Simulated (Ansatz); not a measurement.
# Cl2GaH6NSi2: the cost of one run

Method: the settings change from run to run; program: Ansatz 0.2.0, Gaussian basis.

**1. The geometry**

The structure was relaxed beforehand with PBE0-D4 in a triple-zeta def2 set.

12 atoms, charge 0, spin multiplicity 1.

Atoms are counted from 1 here; the program's logs count them from 0.

Bond lengths: Si1–N2 1.742 Å, Si1–H7 1.487 Å, Si1–H8 1.483 Å, Si1–H9 1.487 Å, N2–Si3 1.746 Å, N2–Ga4 1.820 Å, Si3–H10 1.485 Å, Si3–H11 1.488 Å, Si3–H12 1.485 Å, Ga4–Cl5 2.126 Å, Ga4–Cl6 2.117 Å. Angles: N2–Si1–H7 110.5°, N2–Si1–H8 108.7°, N2–Si1–H9 110.4°, H7–Si1–H8 109.5°, H7–Si1–H9 108.2°, H8–Si1–H9 109.5°, Si1–N2–Si3 118.2°, Si1–N2–Ga4 122.6°, Si3–N2–Ga4 119.2°, N2–Si3–H10 111.4°, N2–Si3–H11 106.5°, N2–Si3–H12 111.4°, H10–Si3–H11 109.3°, H10–Si3–H12 108.8°, H11–Si3–H12 109.3°, N2–Ga4–Cl5 117.6°, N2–Ga4–Cl6 124.0°, Cl5–Ga4–Cl6 118.4°.

As a file:

```
Si   -0.1897   -1.6873    0.2668
N    -0.0932    0.0338    0.0122
Si    1.4651    0.7278   -0.3621
Ga   -1.5471    1.1240    0.1208
Cl   -1.2463    3.2007   -0.2179
Cl   -3.5046    0.4484    0.5627
H     0.2562   -2.4181   -0.9488
H    -1.5966   -2.0443    0.5721
H     0.6834   -2.0941    1.3993
H     1.8795    1.7152    0.6663
H     2.4363   -0.3990   -0.3820
H     1.4571    1.3926   -1.6896
```

**2. PBE/cc-pVTZ**

Set apart from the defaults: charge +1, multiplicity 2, atoms shaken by 0.03 Å, D4 dispersion.

The input, in.yaml:

```yaml
crystal:
  periodic: [false, false, false]
  atoms:
    - {symbol: Si, position_ang: [-0.193684, -1.715911, 0.292299]}
    - {symbol: N, position_ang: [-0.088210, 0.021264, -0.001301]}
    - {symbol: Si, position_ang: [1.481230, 0.748327, -0.338161]}
    - {symbol: Ga, position_ang: [-1.530869, 1.143050, 0.091726]}
    - {symbol: Cl, position_ang: [-1.241007, 3.181144, -0.283315]}
    - {symbol: Cl, position_ang: [-3.480248, 0.441837, 0.613371]}
    - {symbol: H, position_ang: [0.251462, -2.420354, -0.935113]}
    - {symbol: H, position_ang: [-1.581456, -2.096535, 0.601738]}
    - {symbol: H, position_ang: [0.686633, -2.049724, 1.429511]}
    - {symbol: H, position_ang: [1.937550, 1.750234, 0.718075]}
    - {symbol: H, position_ang: [2.430597, -0.422045, -0.343529]}
    - {symbol: H, position_ang: [1.462786, 1.371149, -1.655670]}
basis:
  gaussian: {orbitals: cc-pVTZ}
total_charge: 1
magnetization: {spin_polarized: true, initial_magnetization: 1}
hamiltonian: {xc: {name: PBE}, dispersion: d4}
output: {forces: true}
```

Launch:

```
$ ansatz run in.yaml --threads 4 --pin off --events-out ev --progress --plain --max-ram 11315MiB
```

**Question.** How long does this run take on 4 threads of Arm Neoverse V2, shared host, and how much memory does it need?

About 24 s, with a peak of 0.86 GiB.
